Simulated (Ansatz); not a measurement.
Runs of Ansatz 0.2.0 on BiTe. It takes space group Fm-3m (No. 225, cubic). Conventional cell: a = 6.470 Å, b = 6.470 Å, c = 6.470 Å, α = 90.00°, β = 90.00°, γ = 90.00°. Around Bi (site symmetry m-3m) lie 6 Te at 3.23 Å. Around Te (site symmetry m-3m) lie 6 Bi at 3.23 Å. 

| task | level | potentials or basis | spin | k mesh | cutoff (eV) | smearing | screening (1/Å) | share of exact exchange | mesh quality | gap on the mesh (eV) | pressure (GPa) | V0 of scaled cells (Å³/atom) | B0 (GPa) |
| --- | --- | --- | --- | --- | --- | --- | --- | --- | --- | --- | --- | --- | --- |
| density of states | PBEsol | Ansatz PAW | off | 6 × 6 × 6 | 420 | fermi-dirac 0.05 eV | - | - | not flagged | none | -1.5 | - | - |
| single point | HSE06 form with a typed share of exact exchange | Ansatz PAW | off | 4 × 4 × 4 | 420 | fermi-dirac 0.05 eV | 0.1 | 0.25 | coarse | none | - | - | - |
| electrostatic potential | r2SCAN+rVV10 | Ansatz PAW polarizable | collinear, ferromagnetic start | 7 × 7 × 7 | 500 | tetrahedron | - | - | not flagged | none | -1.1 | - | - |
| equation of state | PBE | Ansatz PAW soft_1 | off | 7 × 7 × 7 | 420 | fermi-dirac 0.05 eV | - | - | not flagged | - | - | 34.51 | 46 |
| electric field gradients | B3LYP | Ansatz PAW | off | 4 × 4 × 4 | 420 | fermi-dirac 0.1 eV | - | - | coarse | none | - | - | - |
| equation of state | HSE06 | Ansatz PAW | off | 4 × 4 × 4 | 420 | fermi-dirac 0.05 eV | - | - | coarse | - | - | 33.00 | 54 |
| equation of state | PBE0 | Ansatz PAW | off | 4 × 4 × 4 | 420 | fermi-dirac 0.05 eV | - | - | coarse | - | - | (b) | 57 |
| equation of state | revPBE+D4 | Ansatz PAW | non-collinear, ferromagnetic start | 7 × 7 × 7 | 420 | tetrahedron | - | - | not flagged | - | - | 32.54 | (a) |

Alike in all rows: cell as given.

Task: Estimate the missing entries.

Result: (a) 55; (b) 32.93.

Caveats: some runs use coarse meshes; spin-orbit coupling is left out, which moves the levels of the heavy elements; the PAW data sets come from PBE, with cores solved anew for the run's functional, which leaves a small shift of forces and pressure (some runs); the potentials were made for another functional, which shifts forces and pressure (some runs); pairwise dispersion overbinds metals, which lowers pressure and volume (some runs).

A k mesh can miss the band edges, and the runs leave out spin-orbit coupling on Bi, Te.

A gap of «none» marks a metal or a gap under the smearing width.

Not every run made on this cell is shown here.
